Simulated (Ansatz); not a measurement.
# C₂H₈BN: up Jacob's ladder to CCSD(T)

How much do the methods differ for C₂H₈BN? The plan is to run it at one geometry with functionals of several rungs and with coupled cluster, and see how far each lands from CCSD(T) at the basis-set limit for the atomisation energy.

Computed with Ansatz 0.2.0, Gaussian basis. Level: functionals in def2-TZVPP, the program's frozen cores in correlated methods.

The runs, in order: LDA (SPW92), PBE-D4, revPBE-D4, BLYP-D4, r2SCAN-D4, B97M-V, PBE0-D4, B3LYP-D4, r2SCANh-D4, r2SCAN0-D4, HSE06-D4, BHLYP-D4, CAM-B3LYP-D4, LC-ωPBE, ωB97X-V, ωB97M-V, B2PLYP, PBE-QIDH; CCSD(T)/def2-SVP; CCSD(T)/def2-TZVPP; MP2/def2-QZVPP; extrapolation to the limit; RPA on PBE.

## (1) The geometry

An earlier PBE0-D4 in a triple-zeta def2 set relaxation fixed the geometry.

SMILES `CBNC`, 12 atoms, charge 0, spin multiplicity 1.

Atoms are counted from 1 here; the program's logs count them from 0.

Bond lengths: C1–B2 1.569 Å, C1–H5 1.094 Å, C1–H6 1.095 Å, C1–H7 1.095 Å, B2–N3 1.389 Å, B2–H8 1.204 Å, N3–C4 1.443 Å, N3–H9 1.009 Å, C4–H10 1.090 Å, C4–H11 1.095 Å, C4–H12 1.095 Å. Angles: B2–C1–H5 114.2°, B2–C1–H6 110.5°, B2–C1–H7 110.5°, H5–C1–H6 107.8°, H5–C1–H7 107.9°, H6–C1–H7 105.5°, C1–B2–N3 121.9°, C1–B2–H8 121.2°, N3–B2–H8 116.9°, B2–N3–C4 127.1°, B2–N3–H9 119.0°, C4–N3–H9 114.0°, N3–C4–H10 109.0°, N3–C4–H11 111.7°, N3–C4–H12 111.7°, H10–C4–H11 108.2°, H10–C4–H12 108.2°, H11–C4–H12 108.0°.

## (2) LDA

This LDA is Slater exchange with PW92 correlation.

Input file in.yaml:

```yaml
crystal:
  periodic: [false, false, false]
  atoms:
    - {symbol: C, position_ang: [-1.823577, 0.733556, 0.313414]}
    - {symbol: B, position_ang: [-0.301631, 0.624031, -0.053613]}
    - {symbol: N, position_ang: [0.388455, -0.579018, 0.029073]}
    - {symbol: C, position_ang: [1.779680, -0.806682, -0.279241]}
    - {symbol: H, position_ang: [-2.276719, -0.208477, 0.636545]}
    - {symbol: H, position_ang: [-2.397931, 1.106297, -0.541655]}
    - {symbol: H, position_ang: [-1.973826, 1.469358, 1.110824]}
    - {symbol: H, position_ang: [0.322181, 1.585290, -0.421719]}
    - {symbol: H, position_ang: [-0.104596, -1.405083, 0.334030]}
    - {symbol: H, position_ang: [2.230156, 0.133222, -0.597782]}
    - {symbol: H, position_ang: [2.333038, -1.172701, 0.591625]}
    - {symbol: H, position_ang: [1.901671, -1.534988, -1.087502]}
basis:
  gaussian: {orbitals: def2-TZVPP}
hamiltonian: {xc: lda}
output: {orbitals: {seedname: orbitals}}
```

After this run come: PBE-D4 (GGA); revPBE-D4 (GGA); BLYP-D4 (GGA); r2SCAN-D4 (meta-GGA); B97M-V (meta-GGA); PBE0-D4 (hybrid); B3LYP-D4 (hybrid); r2SCANh-D4 (hybrid); r2SCAN0-D4 (hybrid); HSE06-D4 (hybrid); BHLYP-D4 (hybrid); CAM-B3LYP-D4 (range-separated); LC-ωPBE-D4 (range-separated); ωB97X-V (range-separated); ωB97M-V (range-separated); B2PLYP (double hybrid); PBE-QIDH (double hybrid); CCSD(T) in def2-SVP; CCSD(T) in def2-TZVPP; MP2 in def2-QZVPP; RPA on PBE orbitals.

Q: Predict the results of all the runs planned. Wanted: atomisation energy, CCSD(T)/CBS; farthest beyond LDA; mean size of error, GGA; mean size of error, meta-GGA; mean size of error, hybrid; mean size of error, range-separated; mean size of error, double hybrid; gap, smallest and largest; T1 diagnostic.

As calculated:

```
                               quantity                                                                          value
        atomisation energy, CCSD(T)/CBS                                                                  4570.2 kJ/mol
 functionals within 22.9 kJ/mol (0.5 %)  revPBE-D4, BLYP-D4, r2SCAN-D4, r2SCANh-D4, LC-ωPBE, ωB97X-V, B2PLYP, PBE-QIDH
                    farthest beyond LDA                                                          PBE-D4 (+92.9 kJ/mol)
                mean size of error, GGA                                                                    39.1 kJ/mol
           mean size of error, meta-GGA                                                                    20.9 kJ/mol
             mean size of error, hybrid                                                                    33.8 kJ/mol
    mean size of error, range-separated                                                                    29.5 kJ/mol
      mean size of error, double hybrid                                                                    11.9 kJ/mol
              gap, smallest and largest                                      6.02 eV (LDA (SPW92)), 13.37 eV (LC-ωPBE)
                          T1 diagnostic                                                                         0.0114
triples share of the correlation energy                                                                          3.6 %
```

**Reading.** LDA overbinds by 610.6 kJ/mol (13 %). PBE-D4 is off by +92.9 kJ/mol. Double hybrids carry the basis error of their MP2 part in triple zeta, and no dispersion term here, so their miss is partly the set-up's. The rungs double hybrid, meta-GGA miss on average by less than the doubt on the reference (22.9 kJ/mol), so they tie. Misses under about 22.9 kJ/mol are within the doubt on the reference itself, which lacks core-valence correlation, relativity and higher excitations. Hartree-Fock recovers 75 % of the binding; the rest is correlation. CCSD(T) in def2-SVP is off by -188.2 kJ/mol, so the small basis spoils what the method gains. The gap grows from 6.0 to 13.4 eV across the functionals, mostly with the share of exact exchange.
